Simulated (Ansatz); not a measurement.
**C₂H₂BrN: basis-set convergence**

Aim: see how fast density functionals converge with the basis set for C₂H₂BrN.

The runs use Ansatz 0.2.0, Gaussian basis; one geometry, several basis sets.

Plan: PBE0-D4/def2-SVP; ωB97M-V/def2-SVP; PBE0-D4/def2-QZVPP; ωB97M-V/def2-QZVPP; the functionals' def2-TZVPP values are taken from earlier runs.

## (1) Structure used throughout

The geometry comes from an earlier relaxation with PBE0-D4 in a triple-zeta def2 set; it is a stationary point.

SMILES `N=C=CBr`, 6 atoms, charge 0, spin multiplicity 1.

Atoms are counted from 1 here; the program's logs count them from 0.

Bond lengths: N1–C2 1.217 Å, N1–H5 1.019 Å, C2–C3 1.304 Å, C3–Br4 1.881 Å, C3–H6 1.079 Å. Angles: C2–N1–H5 116.4°, N1–C2–C3 174.0°, C2–C3–Br4 120.6°, C2–C3–H6 122.7°, Br4–C3–H6 116.7°.

## (2) PBE0-D4 in def2-SVP

in.yaml

```yaml
crystal:
  periodic: [false, false, false]
  atoms:
    - {symbol: N, position_ang: [1.151297, 0.226591, -1.166077]}
    - {symbol: C, position_ang: [0.349784, 0.121648, -0.256863]}
    - {symbol: C, position_ang: [-0.404577, -0.029408, 0.796600]}
    - {symbol: Br, position_ang: [-1.231906, -1.680299, 1.154179]}
    - {symbol: H, position_ang: [0.778351, 0.525637, -2.065830]}
    - {symbol: H, position_ang: [-0.600947, 0.771731, 1.491892]}
basis:
  gaussian: {orbitals: def2-SVP}
hamiltonian: {xc: pbe0, dispersion: d4}
output: {orbitals: {seedname: orbitals}}
```

The run is started by

```console
$ ansatz run in.yaml --threads 2 --pin off --events-out ev --progress --plain --max-ram 4352MiB
```

After this run come: ωB97M-V in def2-SVP; PBE0-D4 in def2-QZVPP; ωB97M-V in def2-QZVPP.

Q: Predict the results of all the runs planned. Wanted: PBE0-D4: double and triple zeta above quadruple; ωB97M-V: double and triple zeta above quadruple.

The runs gave:

```
                                       quantity           value
PBE0-D4: double and triple zeta above quadruple  14.22, 1.62 eV
ωB97M-V: double and triple zeta above quadruple  14.28, 1.56 eV
```

In words: For PBE0-D4 the step from double to triple zeta gains 12.60 eV and the next only 1.62 eV. These are total energies; as a rule much of such shifts cancels in differences, which this series doesn't test.
